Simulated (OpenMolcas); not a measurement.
# GaClF (SMILES [F][Ga][Cl]): levels of theory compared

Aim: a comparison of 5 runs (UHF/cc-pVTZ, UB3LYP/6-31G*, U-revPBE/cc-pVTZ, UBLYP/cc-pVTZ, UTPSS/cc-pVTZ) of GaClF. 

Program for the calculation: OpenMolcas 26.06.

## (1) The system as given

GaClF has 3 atoms, charge 0, and is taken as a doublet. SMILES: `[F][Ga][Cl]`. One bond was lengthened or shortened from a relaxed shape.

Bond lengths: F1–Ga2 2.021 Å, Ga2–Cl3 2.157 Å. Angles: F1–Ga2–Cl3 117.7°.

## (2) A single-point energy at UHF/cc-pVTZ (run 1)

input.xyz reads:

```xyz
3

F     -1.644195     0.242852    -0.884833
Ga     0.066400     0.649600     0.112200
Cl     1.343900    -1.010300     0.629300
```

job.input reads:

```
&GATEWAY
BasLib = $CurrDir
Coord = input.xyz
Basis = cc-pVTZ
Group = NoSym
&SEWARD
&SCF
UHF
Spin = 2
Thresholds = 1e-10 1e-07 1e-07 1e-05
PrOrbitals = 1 1
```

The basis set cc-pVTZ is read from a file made from the Basis Set Exchange's data (not shown).

Launch:

```bash
$ export MOLCAS_MEM=1860
$ pymolcas job.input > job.log
```

Standard output:

```text
--- Start Module: gateway ---
[...]
--- Stop Module: gateway /rc=_RC_ALL_IS_WELL_ ---
--- Start Module: seward ---
[...]
      Basis functions          107
--- Stop Module: seward /rc=_RC_ALL_IS_WELL_ ---
[...]
--- Start Module: scf ---
[...]
       Convergence after  18 Iterations
[...]
::    Total SCF energy                              -2482.3409365487
[...]
      Total spin, S                                     0.5053130299
[...]
      Total electronic charge=   57.000000
      Total            charge=   -0.000000
[...]
      Dipole Moment (debye):
      Origin of the operator (angstrom)=    0.1655    0.1144    0.1052
                   X=  2.2569E+00               Y=  2.3083E+00               Z=  1.5207E+00           Total=  3.5685E+00
      Quadrupole Moment (debye*angstrom):
[...]
--- Stop Module: scf /rc=_RC_ALL_IS_WELL_ ---
[...]
```

It took 21 s on 1 thread of Intel Xeon Platinum 8259CL at 2.50GHz (Skylake/Cascade Lake), shared host; peak memory 0.62 GiB.

## (3) The energy at UB3LYP/6-31G(d) (Cartesian functions) (run 2)

calc.inp reads:

```
* ClFGa Kohn-Sham DFT
>>> EXPORT MOLCAS_PRINT=2

&gateway
  baslib
  $CurrDir
  coord
  3
  angstrom
  F       -1.644195       0.242852      -0.884833
  Ga       0.066400       0.649600       0.112200
  Cl       1.343900      -1.010300       0.629300
  basis
  6-31Gs
  group
  NoSym

&seward
  gridinput
  Grid=UltraFine
  End of Grid

&scf
  uhf
  spin
  2
  ksdft
  B3LYP
  thresholds
  1e-10 1e-07 1e-07 1e-05
  prorbitals
  1 1
```

The basis set 6-31G* is read from a file made from the Basis Set Exchange's data (not shown).

Launch:

```bash
$ export MOLCAS_MEM=1860
$ pymolcas calc.inp > calc.log
```

Standard output:

```text
--- Start Module: gateway ---
[...]
--- Stop Module: gateway /rc=_RC_ALL_IS_WELL_ ---
--- Start Module: seward ---
[...]
      Basis functions           69
--- Stop Module: seward /rc=_RC_ALL_IS_WELL_ ---
[...]
--- Start Module: scf ---
[...]
       Convergence after  18 Iterations
[...]
::    Total KS-DFT energy                           -2484.7092035851
[...]
      Total spin, S                                     0.5021019592
[...]
      Total electronic charge=   57.000000
      Total            charge=   -0.000000
[...]
      Dipole Moment (debye):
      Origin of the operator (angstrom)=    0.1655    0.1144    0.1052
                   X=  1.4633E+00               Y=  1.8461E+00               Z=  1.0265E+00           Total=  2.5696E+00
      Quadrupole Moment (debye*angstrom):
[...]
--- Stop Module: scf /rc=_RC_ALL_IS_WELL_ ---
[...]
```

Wall time 20 s (1 thread of Intel Xeon Platinum 8259CL at 2.50GHz (Skylake/Cascade Lake), shared host); peak memory 0.41 GiB.

Runs 3 to 4 aren't shown in full; the table further down has their settings and results.

## (4) The energy at UTPSS/cc-pVTZ (run 5)

test.input reads:

```
&gateway
  baslib=$CurrDir
  coord
  3
  angstrom
  F       -1.644195       0.242852      -0.884833
  Ga       0.066400       0.649600       0.112200
  Cl       1.343900      -1.010300       0.629300
  basis=cc-pVTZ
  group=NoSym

&seward
  gridinput
  Grid=UltraFine
  End of Grid

&scf
  uhf
  spin=2
  ksdft=2
  1.0 MGGA_X_TPSS
  1.0 MGGA_C_TPSS
  thresholds=1e-10 1e-07 1e-07 1e-05
  prorbitals=1 1
```

The basis set cc-pVTZ is read from a file made from the Basis Set Exchange's data (not shown).

Launch:

```bash
$ export MOLCAS_MEM=1860
$ pymolcas test.input > test.log
```

Standard output:

```text
--- Start Module: gateway ---
[...]
--- Stop Module: gateway /rc=_RC_ALL_IS_WELL_ ---
--- Start Module: seward ---
[...]
      Basis functions          107
--- Stop Module: seward /rc=_RC_ALL_IS_WELL_ ---
[...]
--- Start Module: scf ---
[...]
       Convergence after  17 Iterations
[...]
::    Total KS-DFT energy                           -2485.0601584991
[...]
      Total spin, S                                     0.5016782327
[...]
      Total electronic charge=   57.000000
      Total            charge=   -0.000000
[...]
      Dipole Moment (debye):
      Origin of the operator (angstrom)=    0.1655    0.1144    0.1052
                   X=  1.7235E+00               Y=  1.7536E+00               Z=  1.1602E+00           Total=  2.7187E+00
      Quadrupole Moment (debye*angstrom):
[...]
--- Stop Module: scf /rc=_RC_ALL_IS_WELL_ ---
[...]
```

It took 64 s on 1 thread of Intel Xeon Platinum 8259CL at 2.50GHz (Skylake/Cascade Lake), shared host; peak memory 0.62 GiB.

## (5) All runs side by side

```
run                                level  Cartesian functions  integration grid   energy (Eh)  dipole moment (D)  HOMO energy (eV)  LUMO energy (eV)  wall time
  1                          UHF/cc-pVTZ                   no                 –  -2482.340937               3.57            -10.74             -1.02       21 s
  2  UB3LYP/6-31G* (Cartesian functions)                  yes         UltraFine  -2484.709204               2.57             -7.50             -5.05       20 s
  3                     U-revPBE/cc-pVTZ                   no         UltraFine  -2484.785730               2.65             -6.59             -5.44       44 s
  4                        UBLYP/cc-pVTZ                   no         UltraFine  -2485.112091               2.66             -6.50             -5.64       50 s
  5                        UTPSS/cc-pVTZ                   no         UltraFine  -2485.060158               2.72             -6.77             -5.43       64 s
```

## (6) Results

| quantity | value |
| --- | --- |
| run 5: total energy | -2485.06016 Eh |
| run 5: dipole moment | 2.72 D |
| run 5: HOMO energy (highest over α and β) | -6.77 eV |
| run 5: LUMO energy (lowest over α and β) | -5.43 eV |
| run 5: ⟨S²⟩ | 0.753 |

In words: The dipole moment (its size) runs from 2.57 D (UB3LYP/6-31G*) to 3.57 D (UHF/cc-pVTZ). The two ends differ in method and basis. Totals of different functionals can't be ranked against each other. All runs together took 3.3 min, the longest 64 s.
